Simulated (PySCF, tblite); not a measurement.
**AsF₄−, a complex of two parts as drawn: NMR shifts, interaction energy, infrared bands, spin-spin couplings and core binding energies**

One table from this session's results is given with a row withheld; the runs are named, their logs left out.

Programs: tblite 0.8.0 and PySCF 2.14.0. All values are calculated, for the isolated system unless a continuum is named. Atoms count from 0, parts from 1.

### Starting point

5 atoms, charge -1, multiplicity 1; geometry: rigid parts in contact. Parts: 1 = atoms 0–3, `F[As](F)F`, charge 0; 2 = atom 4, `[F-]`, charge -1.

Set-up of the first run:

The job: settings as JSON, then the geometry in Å.

```
{"job": {"kind": "dock", "xc": "GFN2-xTB", "basis": "xTB"}, "charge": -1, "multiplicity": 1, "parts": [{"atoms": "0-3", "charge": 0, "multiplicity": 1}, {"atoms": "4-4", "charge": -1, "multiplicity": 1}]}
F     -0.805088    -1.193287    -0.233137
As     0.004180    -0.001222     0.706977
F      1.434024    -0.098461    -0.243962
F     -0.633116     1.292970    -0.229878
F      2.058298     0.039106     2.033362
```

Level: GFN2-xTB search for minima from random contacts, gas phase.

Started as:

```sh
> OMP_NUM_THREADS=1 python cluster_run.py task.json out
```

One launch serves the whole session: the jobs run in the order shown.

Among the steps run: Bringing the parts together with GFN2-xTB; Geometry optimisation at PBE0-D3(BJ)/def2-SVPD; Shielding tensors: PBE0/aug-pcSseg-2; Coupled-cluster interaction energy: CCSD(T) and MP2.

One table of the session follows, with a row left open; its other results are not shown here.

It belongs to the step «Coupled-cluster interaction energy: CCSD(T) and MP2». 

| method | interaction energy (kcal/mol) |
| --- | --- |
| HF/aug-cc-pVDZ | -72.64 |
| MP2/aug-cc-pVDZ | -66.17 |
| CCSD/aug-cc-pVDZ | ? |
| CCSD(T)/aug-cc-pVDZ | -66.40 |
| HF/aug-cc-pVQZ | -75.15 |
| MP2/aug-cc-pVQZ | -71.99 |
| SCS-MP2/aug-cc-pVQZ | -70.58 |
| MP2, extrapolated | -72.75 |
| CCSD(T), limit estimate | -72.98 |

**Question.** Estimate the row for CCSD/aug-cc-pVDZ.

**Answer.** interaction energy (kcal/mol): -67.27. In the column «interaction energy (kcal/mol)» it lies between SCS-MP2/aug-cc-pVQZ (-70.58) and CCSD(T)/aug-cc-pVDZ (-66.40).

At this geometry As1 and F4 of different parts are bonded (1.90 Å), so this energy is that of a chemical bond rather than of a weak contact.

To keep in mind: The interaction energy leaves out the deformation of the parts, 16.74 kcal/mol at MP2. So large a deformation means that a part is far from its own minimum, so a sum across the two methods would be rough.
